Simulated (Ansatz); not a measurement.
**Si₂H₆O + HCl: a complex and its separated parts**

Aim: how far the complex at one end of a reaction step lies below its separated, relaxed parts, level by level.

Program: Ansatz 0.2.0, Gaussian basis. Level of theory: PBE0-D4/def2-TZVP structures, single points in def2-TZVPP, no counterpoise correction. These are calculated values, not measurements.

Levels: SPW92, PBE-D4, BLYP-D4, r2SCAN-D4, B97M-V, PBE0-D4, B3LYP-D4, r2SCAN0-D4, BHLYP-D4, CAM-B3LYP-D4, wB97X-V, wB97M-V, B2PLYP, PBE-QIDH, RPA on PBE, Hartree-Fock, MP2, CCSD, CCSD(T).

Correlated methods freeze the cores. B3LYP uses VWN-RPA correlation. B2PLYP carries no dispersion term here.

94 further runs of the same task are left out: 94 set aside as unsound or not needed.

## (1) Starting geometry

The complex: 11 atoms, charge 0, spin multiplicity 1.

Atoms are counted from 1 here; the program's logs count them from 0.

Bond lengths: Si1–H2 1.493 Å, Si1–O3 1.627 Å, Si1–H5 1.482 Å, Si1–H6 1.486 Å, O3–Si4 1.639 Å, Si4–H9 1.485 Å, Si4–H10 1.482 Å, Si4–H11 1.485 Å, H7–Cl8 1.283 Å. Angles: H2–Si1–O3 109.4°, H2–Si1–H5 108.3°, H2–Si1–H6 108.4°, O3–Si1–H5 109.3°, O3–Si1–H6 111.1°, H5–Si1–H6 110.3°, Si1–O3–Si4 148.2°, O3–Si4–H9 110.2°, O3–Si4–H10 109.4°, O3–Si4–H11 108.2°, H9–Si4–H10 110.1°, H9–Si4–H11 109.4°, H10–Si4–H11 109.5°.

Geometry (Å):

| atom | x (Å) | y (Å) | z (Å) |
| --- | --- | --- | --- |
| Si1 | -1.04694 | 0.89172 | -0.80106 |
| H2 | -0.02666 | 1.93668 | -1.11211 |
| O3 | -0.30894 | -0.54669 | -0.61957 |
| Si4 | 0.26141 | -1.70239 | 0.39287 |
| H5 | -1.99665 | 0.81663 | -1.93680 |
| H6 | -1.76013 | 1.28685 | 0.44070 |
| H7 | 1.52244 | 1.95432 | 0.24616 |
| Cl8 | 2.07418 | 1.53433 | 1.32605 |
| H9 | -0.08121 | -1.36786 | 1.79897 |
| H10 | 1.73208 | -1.80859 | 0.23955 |
| H11 | -0.36968 | -2.99492 | 0.02514 |

Its parts: Si₂H₆O holds atoms 1, 2, 3, 4, 5, 6, 9, 10, 11; HCl holds atoms 7, 8. Each part counts its atoms afresh in its own runs.

## (2) Relaxing Si₂H₆O alone

The input, relax-a/in.yaml:

```yaml
crystal:
  periodic: [false, false, false]
  atoms:
    - {symbol: Si, position_ang: [-1.046943, 0.891723, -0.801064]}
    - {symbol: H, position_ang: [-0.026658, 1.936684, -1.112110]}
    - {symbol: O, position_ang: [-0.308944, -0.546687, -0.619569]}
    - {symbol: Si, position_ang: [0.261409, -1.702389, 0.392867]}
    - {symbol: H, position_ang: [-1.996651, 0.816634, -1.936798]}
    - {symbol: H, position_ang: [-1.760128, 1.286854, 0.440699]}
    - {symbol: H, position_ang: [-0.081212, -1.367863, 1.798973]}
    - {symbol: H, position_ang: [1.732080, -1.808589, 0.239553]}
    - {symbol: H, position_ang: [-0.369679, -2.994916, 0.025139]}
basis:
  gaussian: {orbitals: def2-TZVP}
hamiltonian: {xc: pbe0, dispersion: d4}
relax: {f_tol: 0.005, max_steps: 200}
```

Run with:

```console
$ ansatz run in.yaml --threads 4 --pin off --events-out ev --progress --plain --max-ram 9574MiB
```

After this run come: Relaxing HCl alone; SPW92/def2-TZVPP; PBE-D4/def2-TZVPP; BLYP-D4/def2-TZVPP; r2SCAN-D4/def2-TZVPP; B97M-V/def2-TZVPP; PBE0-D4/def2-TZVPP; B3LYP-D4/def2-TZVPP; r2SCAN0-D4/def2-TZVPP; BHLYP-D4/def2-TZVPP; CAM-B3LYP-D4/def2-TZVPP; wB97X-V/def2-TZVPP; wB97M-V/def2-TZVPP; B2PLYP/def2-TZVPP; PBE-QIDH/def2-TZVPP; RPA on PBE/def2-TZVPP; CCSD(T)/def2-TZVPP; Vibrations of Si₂H₆O; Vibrations of HCl.

Q: Predict the outcome of this session. Wanted: complex less parts, CCSD(T)/def2-TZVPP; with zero-point energy; largest T1 diagnostic.

The runs gave:

| quantity | value |
| --- | --- |
| complex less parts, CCSD(T)/def2-TZVPP | -6.9 kJ/mol |
| with zero-point energy | -3.1 kJ/mol |
| largest T1 diagnostic | 0.011 |

What this shows: At CCSD(T) the complex lies 6.9 kJ/mol below its parts. PBE-QIDH is the best functional here (+1.4 kJ/mol from CCSD(T)); SPW92 is the worst (-11.3 kJ/mol). By rung, the mean size of the error is: LDA 11.3, GGA 4.7, meta-GGA 2.9, hybrid 3.2, range-separated hybrid 2.6, double hybrid 2.5 kJ/mol. PBE-D4 gives a relative energy 5.2 kJ/mol too low, an error of 75 % of the reference. No counterpoise was applied, and triple zeta lacks some correlation, so the CCSD(T) reference has a basis error of its own, and close matches with it are partly luck.
